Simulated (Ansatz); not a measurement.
**CHOTe radical (SMILES O=[C][TeH]): a rigid scan of the dihedral angle O1–C2–Te3–H4**

Aim: the energy along the dihedral angle O1–C2–Te3–H4, from CCSD(T) and from cheaper methods, relative to the minimum. No other atom is relaxed.

Computed with Ansatz 0.2.0, Gaussian basis. Level: single points in def2-TZVPP.

Levels: PBE-D4, r2SCAN-D4, PBE0-D4, B3LYP-D4, wB97M-V, Hartree-Fock, MP2, CCSD, CCSD(T). The scan takes -159.4, -123.4, -87.4, -51.4, -15.4, 20.6, 56.6, 92.6, 128.6, 164.6°.

Correlated methods freeze the cores. Filled d shells of the heavier atoms are correlated. Core potentials replace the inner electrons past krypton, and spin-orbit coupling is left out. Orbitals are unrestricted. B3LYP uses VWN-RPA correlation.

46 further runs of the same task are left out: 46 set aside as unsound or not needed.

## (1) Starting geometry

The minimum, relaxed at PBE0-D4: 4 atoms, charge 0, spin multiplicity 2.

Atoms are counted from 1 here; the program's logs count them from 0.

Bond lengths: O1–C2 1.138 Å, Te3–H4 1.654 Å.

Geometry (Å):

| atom | x (Å) | y (Å) | z (Å) |
| --- | --- | --- | --- |
| O1 | -1.1279 | 0.3408 | 1.6397 |
| C2 | -0.3521 | -0.1159 | 0.9436 |
| Te3 | 0.1826 | 0.4965 | -1.3373 |
| H4 | 1.2973 | -0.7214 | -1.2461 |

Energies of the minimum (eV), from earlier single points: PBE-D4 -10390.06952, r2SCAN-D4 -10394.79845, PBE0-D4 -10390.34075, B3LYP-D4 -10396.14353, wB97M-V -10391.85300, CCSD(T) -10371.96839.

At the minimum the dihedral angle O1–C2–Te3–H4 is 180.0°.

## (2) O1–C2–Te3–H4 = -159.4°

File ccsdt-tzvpp/in.yaml:

```yaml
crystal:
  periodic: [false, false, false]
  atoms:
    - {symbol: O, position_ang: [-1.127867, 0.340826, 1.639749]}
    - {symbol: C, position_ang: [-0.352051, -0.115937, 0.943619]}
    - {symbol: Te, position_ang: [0.182621, 0.496509, -1.337304]}
    - {symbol: H, position_ang: [0.828294, -1.022479, -1.436851]}
basis:
  gaussian: {orbitals: def2-TZVPP}
magnetization: {spin_polarized: true, initial_magnetization: 1}
correlation: {method: ccsd_t}
scf: {omitted_lower_state_checks: [cluster_reference]}
```

The command line of these runs was not kept.

After this run come: O1–C2–Te3–H4 = -123.4°; O1–C2–Te3–H4 = -87.4°; O1–C2–Te3–H4 = -51.4°; O1–C2–Te3–H4 = -15.4°; O1–C2–Te3–H4 = 20.6°; O1–C2–Te3–H4 = 56.6°; O1–C2–Te3–H4 = 92.6°; O1–C2–Te3–H4 = 128.6°; O1–C2–Te3–H4 = 164.6°.

**Question.** What will these runs give? Wanted: highest point, CCSD(T); lowest point, CCSD(T); RMS deviation from CCSD(T); largest T1 diagnostic.

As calculated:

| quantity | value |
| --- | --- |
| highest point, CCSD(T) | 14.1 kJ/mol at 56.6° |
| lowest point, CCSD(T) | 0.0 kJ/mol at 180.0° |
| RMS deviation from CCSD(T) | PBE-D4 1.7, r2SCAN-D4 1.6, PBE0-D4 0.9, B3LYP-D4 1.1, wB97M-V 0.2, Hartree-Fock 2.2, MP2 0.8, CCSD 0.3 kJ/mol |
| largest T1 diagnostic | 0.018 |

In words: Over the points sampled the torsion costs at most 14.1 kJ/mol, a hindered rotation that is fast at room temperature. A rigid scan overstates barriers, since nothing else may give way. Best along the scan: wB97M-V. Worst: Hartree-Fock.
